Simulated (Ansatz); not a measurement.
# BClH₅InSi: geometry optimisation

The task: find the minimum of BClH₅InSi nearest to the start.

Program: Ansatz 0.2.0. Level of theory: RKS wB97M-V/def2-SVP. These are calculated values, not measurements.

**1. The starting structure**

9 atoms, charge 0, spin multiplicity 1.

Atoms are counted from 1 here; the program's logs count them from 0.

Bond lengths: B1–In2 2.189 Å, B1–Si3 2.005 Å, B1–H5 1.231 Å, B1–H6 1.230 Å, In2–H7 1.772 Å, Si3–Cl4 2.110 Å, Si3–H8 1.511 Å, Si3–H9 1.511 Å. Angles: In2–B1–Si3 110.2°, In2–B1–H5 100.5°, In2–B1–H6 100.8°, Si3–B1–H5 113.6°, Si3–B1–H6 114.1°, H5–B1–H6 115.6°, B1–In2–H7 176.2°, B1–Si3–Cl4 108.8°, B1–Si3–H8 114.7°, B1–Si3–H9 114.8°, Cl4–Si3–H8 106.1°, Cl4–Si3–H9 106.0°, H8–Si3–H9 105.8°.

As a file:

```
B    -0.16283    0.68130   -0.52696
In    2.02563    0.70711   -0.47160
Si   -0.86736   -0.82505    0.59392
Cl   -2.97517   -0.82324    0.48861
H    -0.35534    0.53015   -1.73310
H    -0.41871    1.80033   -0.08410
H     3.79330    0.82109   -0.49705
H    -0.42734   -2.20063    0.14985
H    -0.52379   -0.73747    2.06324
```

**2. Relaxation**

File input.yaml:

```yaml
crystal:
  periodic: [false, false, false]
  atoms:
    - { symbol: B, position_ang: [-0.162826, 0.681301, -0.526961] }
    - { symbol: In, position_ang: [2.025631, 0.707111, -0.471605] }
    - { symbol: Si, position_ang: [-0.867356, -0.825045, 0.593916] }
    - { symbol: Cl, position_ang: [-2.975172, -0.823243, 0.488606] }
    - { symbol: H, position_ang: [-0.35534, 0.53015, -1.733097] }
    - { symbol: H, position_ang: [-0.418706, 1.800329, -0.084098] }
    - { symbol: H, position_ang: [3.7933, 0.821091, -0.49705] }
    - { symbol: H, position_ang: [-0.427345, -2.200627, 0.14985] }
    - { symbol: H, position_ang: [-0.523786, -0.737466, 2.06324] }
basis:
  gaussian: { orbitals: def2-SVP }
hamiltonian:
  xc: { name: wB97M-V }
output:
  forces: true
relax:
  f_tol: 0.003
  max_steps: 120
```

Started as:

```
> ansatz run input.yaml --threads 1 --pin off --max-ram 2560MiB --backend cpu --events-out ev --progress --plain --runs-dir out
```

Log:

```text
Warning: RAYON_NUM_THREADS=1 ignored (pool sized by the plan → 1); use --threads N
The last accepted step is kept in <dir> (removed where the run ends without a failure and the disk answers)
Engine: ansatz 0.2.0, x86_64-unknown-linux-gnu
Functional definition: wB97M-V
  parameter omega = 0.3/bohr
  parameter cx = 0.15
  parameter cx01 = 1.007
  parameter cx10 = 0.259
  parameter css00 = 0.443
  parameter css04 = -1.437
  parameter css10 = -4.535
  parameter css20 = -3.390
  parameter css43 = 4.278
  parameter cos00 = 1.000
  parameter cos10 = 1.358
  parameter cos20 = 2.924
  parameter cos21 = -8.812
  parameter cos60 = -1.390
  parameter cos61 = 9.142
  parameter b = 6.0
  parameter c = 0.01
  gx(w, u) = 1 - cx + cx01*u + cx10*w
  gss(w, u) = css00 + css04*u^4 + css10*w + css20*w^2 + css43*w^4*u^3
  gos(w, u) = cos00 + cos10*w + (cos20 + cos21*u)*w^2 + (cos60 + cos61*u)*w^6
  exchange = spin_sum(e_x_unif_sr(omega)*gx(b97_w, b97_u_x)) + cx*exact_x_sr(omega) + exact_x_lr(omega)
  correlation = spin_sum(e_c_pw_mod_same_spin*gss(b97_w, b97_u_same))
      + integral(e_c_pw_mod_opposite_spin*gos(b97_w_opposite, b97_u_opposite)) + vv10(b, c)
1151 factors; integrals over basis functions are off by at most 4.2e-4 eV
389 factors; integrals over basis functions are off by at most 1.8e-6 eV
mean field evaluation 1: about -26319.4266 eV, gradient 2.6e1 eV
mean field evaluation 2: about -26320.7553 eV, gradient 1.8e1 eV
mean field evaluation 4: about -26321.8744 eV, gradient 7.8e-1 eV
mean field evaluation 8: about -26321.8893 eV, gradient 1.4e-2 eV
mean field evaluation 16: about -26321.8893 eV, gradient 4.2e-5 eV
mean field -26321.88930986 eV, -967.3115905198 hartree, gradient 4.2e-5 eV, S^2 0.000000; 0 other end points of the search recorded, 0 dependent functions left out
the calculation of the forces begins
reference -26321.88936535 eV, -967.3115925590 hartree; 31, 31 occupied and 70, 70 virtual orbitals, 1151 factors
relax step   1: F+E_penalty+E_count = -26321.88930986 eV  Δ(F+E_penalty+E_count) = +0.000e0 eV  max|allowed force component| = 3.793e-1 eV/Å  Δτ_max = 0.0000 Å  (27 SCF iters, accepted)
these checks for a lower state are left out or cut short: starts, cluster_reference, orbital_swaps, neighbouring_geometries, increment
1151 factors; integrals over basis functions are off by at most 4.1e-4 eV
389 factors; integrals over basis functions are off by at most 1.8e-6 eV
mean field -26321.90602675 eV, -967.3122048543 hartree, gradient 5.5e-5 eV, S^2 0.000000; 0 other end points of the search recorded, 0 dependent functions left out
the calculation of the forces begins
reference -26321.90608225 eV, -967.3122068939 hartree; 31, 31 occupied and 70, 70 virtual orbitals, 1151 factors
relax step   2: F+E_penalty+E_count = -26321.90602675 eV  Δ(F+E_penalty+E_count) = -1.672e-2 eV  max|allowed force component| = 3.167e-1 eV/Å  Δτ_max = 0.0431 Å  (29 SCF iters, accepted)
these checks for a lower state are left out or cut short: starts, cluster_reference, orbital_swaps, neighbouring_geometries, increment
1151 factors; integrals over basis functions are off by at most 4.0e-4 eV
389 factors; integrals over basis functions are off by at most 1.8e-6 eV
mean field -26321.90956070 eV, -967.3123347245 hartree, gradient 5.0e-5 eV, S^2 0.000000; 0 other end points of the search recorded, 0 dependent functions left out
the calculation of the forces begins
reference -26321.90961618 eV, -967.3123367634 hartree; 31, 31 occupied and 70, 70 virtual orbitals, 1151 factors
relax step   3: F+E_penalty+E_count = -26321.90956070 eV  Δ(F+E_penalty+E_count) = -3.534e-3 eV  max|allowed force component| = 4.431e-2 eV/Å  Δτ_max = 0.0165 Å  (31 SCF iters, accepted)
these checks for a lower state are left out or cut short: starts, cluster_reference, orbital_swaps, neighbouring_geometries, increment
1151 factors; integrals over basis functions are off by at most 4.0e-4 eV
389 factors; integrals over basis functions are off by at most 1.8e-6 eV
mean field evaluation 32: about -26321.9097 eV, gradient 1.6e-5 eV
mean field -26321.90971842 eV, -967.3123405206 hartree, gradient 1.6e-5 eV, S^2 0.000000; 0 other end points of the search recorded, 0 dependent functions left out
the calculation of the forces begins
reference -26321.90977385 eV, -967.3123425578 hartree; 31, 31 occupied and 70, 70 virtual orbitals, 1151 factors
relax step   4: F+E_penalty+E_count = -26321.90971842 eV  Δ(F+E_penalty+E_count) = -1.577e-4 eV  max|allowed force component| = 2.318e-2 eV/Å  Δτ_max = 0.0077 Å  (27 SCF iters, accepted)
these checks for a lower state are left out or cut short: starts, cluster_reference, orbital_swaps, neighbouring_geometries, increment
1151 factors; integrals over basis functions are off by at most 4.0e-4 eV
389 factors; integrals over basis functions are off by at most 1.8e-6 eV
mean field -26321.90977328 eV, -967.3123425368 hartree, gradient 6.1e-5 eV, S^2 0.000000; 0 other end points of the search recorded, 0 dependent functions left out
the calculation of the forces begins
reference -26321.90982873 eV, -967.3123445746 hartree; 31, 31 occupied and 70, 70 virtual orbitals, 1151 factors
relax step   5: F+E_penalty+E_count = -26321.90977328 eV  Δ(F+E_penalty+E_count) = -5.487e-5 eV  max|allowed force component| = 3.992e-3 eV/Å  Δτ_max = 0.0025 Å  (23 SCF iters, accepted)
these checks for a lower state are left out or cut short: starts, cluster_reference, orbital_swaps, neighbouring_geometries, increment
1151 factors; integrals over basis functions are off by at most 4.0e-4 eV
389 factors; integrals over basis functions are off by at most 1.8e-6 eV
mean field -26321.90978092 eV, -967.3123428174 hartree, gradient 2.3e-5 eV, S^2 0.000000; 0 other end points of the search recorded, 0 dependent functions left out
the calculation of the forces begins
reference -26321.90983637 eV, -967.3123448555 hartree; 31, 31 occupied and 70, 70 virtual orbitals, 1151 factors
relax step   6: F+E_penalty+E_count = -26321.90978092 eV  Δ(F+E_penalty+E_count) = -7.635e-6 eV  max|allowed force component| = 1.185e-2 eV/Å  Δτ_max = 0.0053 Å  (26 SCF iters, accepted)
these checks for a lower state are left out or cut short: starts, cluster_reference, orbital_swaps, neighbouring_geometries, increment
1151 factors; integrals over basis functions are off by at most 4.0e-4 eV
389 factors; integrals over basis functions are off by at most 1.8e-6 eV
mean field -26321.90979173 eV, -967.3123432149 hartree, gradient 4.3e-5 eV, S^2 0.000000; 0 other end points of the search recorded, 0 dependent functions left out
the calculation of the forces begins
reference -26321.90984719 eV, -967.3123452531 hartree; 31, 31 occupied and 70, 70 virtual orbitals, 1151 factors
relax step   7: F+E_penalty+E_count = -26321.90979173 eV  Δ(F+E_penalty+E_count) = -1.082e-5 eV  max|allowed force component| = 8.018e-3 eV/Å  Δτ_max = 0.0022 Å  (22 SCF iters, accepted)
these checks for a lower state are left out or cut short: starts, cluster_reference, orbital_swaps, neighbouring_geometries, increment
1151 factors; integrals over basis functions are off by at most 4.0e-4 eV
389 factors; integrals over basis functions are off by at most 1.8e-6 eV
mean field -26321.90980348 eV, -967.3123436468 hartree, gradient 2.0e-5 eV, S^2 0.000000; 0 other end points of the search recorded, 0 dependent functions left out
the calculation of the forces begins
reference -26321.90985895 eV, -967.3123456853 hartree; 31, 31 occupied and 70, 70 virtual orbitals, 1151 factors
relax step   8: F+E_penalty+E_count = -26321.90980348 eV  Δ(F+E_penalty+E_count) = -1.175e-5 eV  max|allowed force component| = 1.251e-3 eV/Å  Δτ_max = 0.0044 Å  (26 SCF iters, accepted)
these checks for a lower state are left out or cut short: starts, cluster_reference, orbital_swaps, neighbouring_geometries, increment
1151 factors; integrals over basis functions are off by at most 4.0e-4 eV
389 factors; integrals over basis functions are off by at most 1.8e-6 eV
mean field -26321.90980621 eV, -967.3123437470 hartree, gradient 6.8e-5 eV, S^2 0.000000; 0 other end points of the search recorded, 0 dependent functions left out
the calculation of the forces begins
reference -26321.90986169 eV, -967.3123457857 hartree; 31, 31 occupied and 70, 70 virtual orbitals, 1151 factors
relax step   9: F+E_penalty+E_count = -26321.90980621 eV  Δ(F+E_penalty+E_count) = -2.726e-6 eV  max|allowed force component| = 1.371e-3 eV/Å  Δτ_max = 0.0038 Å  (24 SCF iters, accepted)
1151 factors; integrals over basis functions are off by at most 4.0e-4 eV
389 factors; integrals over basis functions are off by at most 1.8e-6 eV
mean field evaluation 64: about -26321.8967 eV, gradient 1.4e-1 eV
mean field -26321.90980621 eV, -967.3123437470 hartree, gradient 6.8e-5 eV, S^2 0.000000; 1 other end points of the search recorded, 0 dependent functions left out
the calculation of the forces begins
reference -26321.90986169 eV, -967.3123457857 hartree; 31, 31 occupied and 70, 70 virtual orbitals, 1151 factors
Total energy: -26321.90986169 eV, -967.3123457857 hartree
Atom 0 at    -0.147290     0.666958    -0.520798 Å, force    -0.001371     0.000766    -0.001070 eV/Å
Atom 1 at     2.035280     0.697415    -0.459928 Å, force     0.000939     0.000381     0.000162 eV/Å
Atom 2 at    -0.870606    -0.818839     0.587318 Å, force    -0.000515    -0.000967     0.001102 eV/Å
Atom 3 at    -2.963676    -0.813878     0.491513 Å, force    -0.000245     0.000305    -0.000170 eV/Å
Atom 4 at    -0.346130     0.523348    -1.714554 Å, force    -0.000048    -0.000421    -0.000056 eV/Å
Atom 5 at    -0.411977     1.773052    -0.083319 Å, force     0.000279    -0.000135     0.000165 eV/Å
Atom 6 at     3.764587     0.844655    -0.509029 Å, force     0.000330    -0.000060     0.000195 eV/Å
Atom 7 at    -0.444488    -2.183282     0.152634 Å, force     0.000085     0.000280    -0.000143 eV/Å
Atom 8 at    -0.527298    -0.735828     2.038964 Å, force     0.000546    -0.000148    -0.000184 eV/Å
Dipole moment:     1.306805     0.283285    -0.164291 e Å
```

Wall time 5.7 min (1 thread of Intel Xeon at 2.50GHz (Skylake/Cascade Lake), shared host); peak memory 0.38 GiB.

Relaxation path:

```
step  energy from step 1 (eV)  largest force component (eV/Å)
   1                   0.0000                          0.3793
   2                  -0.0167                          0.3167
   3                  -0.0203                          0.0443
   4                  -0.0204                          0.0232
   5                  -0.0205                          0.0040
   6                  -0.0205                          0.0119
   7                  -0.0205                          0.0080
   8                  -0.0205                          0.0013
   9                  -0.0205                          0.0014
```

Distances of close pairs at the start and the end, largest changes first:

```
   bond  before (Å)  after (Å)  change (Å)
 In2–H7       1.772      1.736      -0.035
 Si3–H9       1.511      1.494      -0.017
 Si3–H8       1.511      1.494      -0.017
 B1–Si3       2.005      1.990      -0.016
Si3–Cl4       2.110      2.095      -0.015
  B1–H5       1.231      1.219      -0.012
  B1–H6       1.230      1.219      -0.012
 B1–In2       2.189      2.184      -0.006
```

**3. Summary of results**

```
             quantity      value
        energy gained  0.0205 eV
root mean square move    0.024 Å
        dipole moment     6.47 D
```

**Reading.** Bond lengths: B1–In2 2.184 Å, B1–Si3 1.990 Å, B1–H5 1.219 Å, B1–H6 1.219 Å, In2–H7 1.736 Å, Si3–Cl4 2.095 Å, Si3–H8 1.494 Å, Si3–H9 1.494 Å. Angles: In2–B1–Si3 111.0°, In2–B1–H5 101.1°, In2–B1–H6 101.2°, Si3–B1–H5 113.5°, Si3–B1–H6 113.5°, H5–B1–H6 115.0°, B1–In2–H7 174.8°, B1–Si3–Cl4 109.6°, B1–Si3–H8 114.6°, B1–Si3–H9 114.6°, Cl4–Si3–H8 105.9°, Cl4–Si3–H9 105.9°, H8–Si3–H9 105.5°. No frequencies were computed here.
